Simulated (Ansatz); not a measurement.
# CoPtO2: the cost of one run

Computed with Ansatz 0.2.0 (DFT LDA, spin-orbit coupling, plane waves, PAW, and further levels as typed in the inputs, unless a step's input says otherwise).

## (1) Starting point

It takes space group R-3m (No. 166, trigonal). Conventional cell: a = 2.820 Å, b = 2.820 Å, c = 17.808 Å, α = 90.00°, β = 90.00°, γ = 120.00°. Co (site symmetry -3m) has 6 O at 1.89 Å as nearest neighbours. Around Pt (site symmetry -3m) lie 2 O at 2.00 Å. Around O (site symmetry 3m) lie 3 Co at 1.89 Å and 1 Pt at 2.00 Å.

Structure file:

```
CELL_PARAMETERS angstrom
1.41000 0.81406 5.93600
-1.41000 0.81406 5.93600
0.00000 -1.62813 5.93600
ATOMIC_POSITIONS crystal
Co 0.50000 0.50000 0.50000
Pt 0.00000 0.00000 0.00000
O 0.88776 0.88776 0.88776
O 0.11224 0.11224 0.11224
```

## (2) Single point: CoPtO2

input.yaml

```yaml
crystal:
  lattice:
    - [1.41, 0.8140638796, 5.936]
    - [-1.41, 0.8140638796, 5.936]
    - [0.0, -1.6281277591, 5.936]
  atoms:
    - { symbol: Co, position: [0.5, 0.5, 0.5] }
    - { symbol: Pt, position: [0.0, 0.0, 0.0] }
    - { symbol: O, position: [0.88775597, 0.88775597, 0.88775597] }
    - { symbol: O, position: [0.11224403, 0.11224403, 0.11224403] }
scf:
  occupations: { method: gaussian, width: 0.03 }
output:
  eigenstates: { nscf_kmesh: { grid: [28, 28, 28] } }
hamiltonian:
  xc: lda
kpoints:
  mp_grid: { grid: [14, 14, 14] }
magnetization:
  noncollinear: true
  spin_orbit: true
```

The run is started by

```bash
> ansatz run input.yaml --threads 4 --pin off --max-ram 14336MiB --backend cpu --events-out ev --progress --plain --runs-dir out
```

What time and memory should one allow on 4 threads of Intel Xeon 6975P-C (Granite Rapids), shared host?

About 2.2 min, with a peak of 3.8 GiB.
